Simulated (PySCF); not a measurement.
**BNH2BrCl (SMILES NB(Cl)Br): TDA-BP86/6-31G(d) (spherical functions, spin of roots singlet)**

We compute the excited states of BNH2BrCl. 

The results are computed with PySCF 2.14.0.

4 further runs of the same task are left out: 4 set aside as unsound or not needed.

### Step 1. The structure to begin with

The species is BNH2BrCl (6 atoms), meant as a singlet with charge 0. SMILES: `NB(Cl)Br`. The shape is that of a PBE0-D4/def2-TZVP optimisation.

Bond lengths: N1–B2 1.382 Å, B2–Cl3 1.757 Å, B2–Br4 1.926 Å, N1–H5 1.005 Å, N1–H6 1.006 Å. Angles: N1–B2–Cl3 120.6°, N1–B2–Br4 119.8°, Cl3–B2–Br4 119.6°, B2–N1–H5 122.5°, B2–N1–H6 122.2°, H5–N1–H6 115.3°.

### Step 2. The vertical excitations at TDA-BP86/6-31G(d) (spherical functions, spin of roots singlet)

run.py

```python
# NB(Cl)Br
from pyscf import gto, dft, tdscf

system = gto.M(
    atom='''
N      0.559400     0.476200     0.355200
B     -0.401900    -0.315300    -0.244600
Cl    -2.091600     0.167400    -0.234100
Br     0.111600    -1.962800    -1.100700
H      1.533300     0.227700     0.366000
H      0.331300     1.342700     0.812000
''',
    basis='6-31g*',
    verbose=3,
    max_memory=1860,
)

mf = dft.RKS(system)
mf.xc = 'bp86'
mf.conv_tol = 1e-10
mf.grids.level = 1
mf.kernel()
if not mf.converged:
    mf = mf.newton().run(mf.mo_coeff, mf.mo_occ)

etot = mf.e_tot
print(f'total energy: {etot:.8f} hartree')

td = tdscf.TDA(mf)
td.nstates = 3
td.kernel()
td.analyze()
roots = td.e * 27.211386
osc = td.oscillator_strength()
print('state   eV      nm      f')
for i, (w, f) in enumerate(zip(roots, osc), 1):
    print('%3d %9.4f %8.1f %9.5f' % (i, w, 1239.842 / w, f))
```

Command:

```sh
OMP_NUM_THREADS=1 python run.py
```

Q: Predict the results. Wanted: ground-state or mean-field energy; dipole moment; HOMO energy; LUMO energy; HOMO–LUMO gap; lowest singlet excitation energy.

Computed results:

At TDA-BP86/6-31G* (spherical functions, spin of roots singlet):

| quantity | value |
| --- | --- |
| ground-state or mean-field energy | -3115.26919 Eh |
| dipole moment (BP86 Kohn–Sham density) | 3.20 D |
| HOMO energy (BP86 Kohn–Sham orbitals) | -6.93 eV |
| LUMO energy (BP86 Kohn–Sham orbitals) | -0.79 eV |
| HOMO–LUMO gap (BP86 Kohn–Sham orbitals) | 6.14 eV |
| lowest singlet excitation energy | 6.21 eV |

The brightest of the 3 transitions from the ground state lies at 6.95 eV (178 nm, f = 0.112); the lowest, at 6.21 eV, has f = 0.000. The basis has no diffuse functions, so Rydberg states are missing or pushed up, and the true lowest state may lie lower. Roots above 6.9 eV lie over the negative of the HOMO energy, where those of Rydberg kind are poorly described; valence roots are less touched.
